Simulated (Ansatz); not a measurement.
# Ag7B: the cost of one run

Program: Ansatz 0.2.0. Level of theory: DFT PBE, scalar-relativistic, plane waves, PAW. These are calculated values, not measurements.

1 further run of the same task is left out (it didn't finish).

## (1) The starting structure

Symmetry: Im-3m, No. 229, cubic system. The conventional cell has a = 6.756 Å, b = 6.756 Å, c = 6.756 Å, α = 90.00°, β = 90.00°, γ = 90.00°. Around Ag (site symmetry 4/mmm) lie 8 Ag at 2.93 Å. Ag (site symmetry -3m) has 6 Ag at 2.93 Å and 2 B at 2.93 Å in its first shell of neighbours. B (site symmetry m-3m) is surrounded by 8 Ag at 2.93 Å.

As a file:

```
CELL_PARAMETERS angstrom
-3.37780 3.37780 3.37780
3.37780 -3.37780 3.37780
3.37780 3.37780 -3.37780
ATOMIC_POSITIONS crystal
Ag 0.00000 0.50000 0.50000
Ag 0.50000 0.50000 0.00000
Ag 0.50000 0.00000 0.50000
Ag 0.00000 0.00000 0.50000
Ag 0.00000 0.50000 0.00000
Ag 0.50000 0.00000 0.00000
Ag 0.50000 0.50000 0.50000
B 0.00000 0.00000 0.00000
```

Recipe of the guess: species swapped into a database cell of Fe7Co (Im-3m, No. 229), with Ag on the Fe sites and B on the Co sites. Lengths come from tabulated atomic sizes and are only a guess.

## (2) The guess as it stands, on a coarse mesh

Contents of input.yaml:

```yaml
crystal:
  lattice:
    - [-3.37779821, 3.37779821, 3.37779821]
    - [3.37779821, -3.37779821, 3.37779821]
    - [3.37779821, 3.37779821, -3.37779821]
  atoms:
    - { symbol: Ag, position: [0.0, 0.5, 0.5] }
    - { symbol: Ag, position: [0.5, 0.5, 0.0] }
    - { symbol: Ag, position: [0.5, 0.0, 0.5] }
    - { symbol: Ag, position: [0.0, 0.0, 0.5] }
    - { symbol: Ag, position: [0.0, 0.5, 0.0] }
    - { symbol: Ag, position: [0.5, 0.0, 0.0] }
    - { symbol: Ag, position: [0.5, 0.5, 0.5] }
    - { symbol: B, position: [0.0, 0.0, 0.0] }
basis:
  ecutwfc: 420
kpoints:
  mp_grid: { grid: [4, 4, 4] }
hamiltonian:
  xc: pbe
scf:
  occupations: { method: gaussian, width: 0.1 }
  lower_state_search: "off"
output:
  forces: true
  stress: true
  eigenvalues: true
```

The run is started by

```
> ansatz run input.yaml --threads 1 --pin off --max-ram 2560MiB --backend cpu --events-out ev --progress --plain --runs-dir out
```

**Question.** How long does this run take on 1 thread of Intel Xeon Platinum 8488C (Sapphire Rapids), shared host, and how much memory does it need?

About 2.2 s, with a peak of 0.49 GiB.
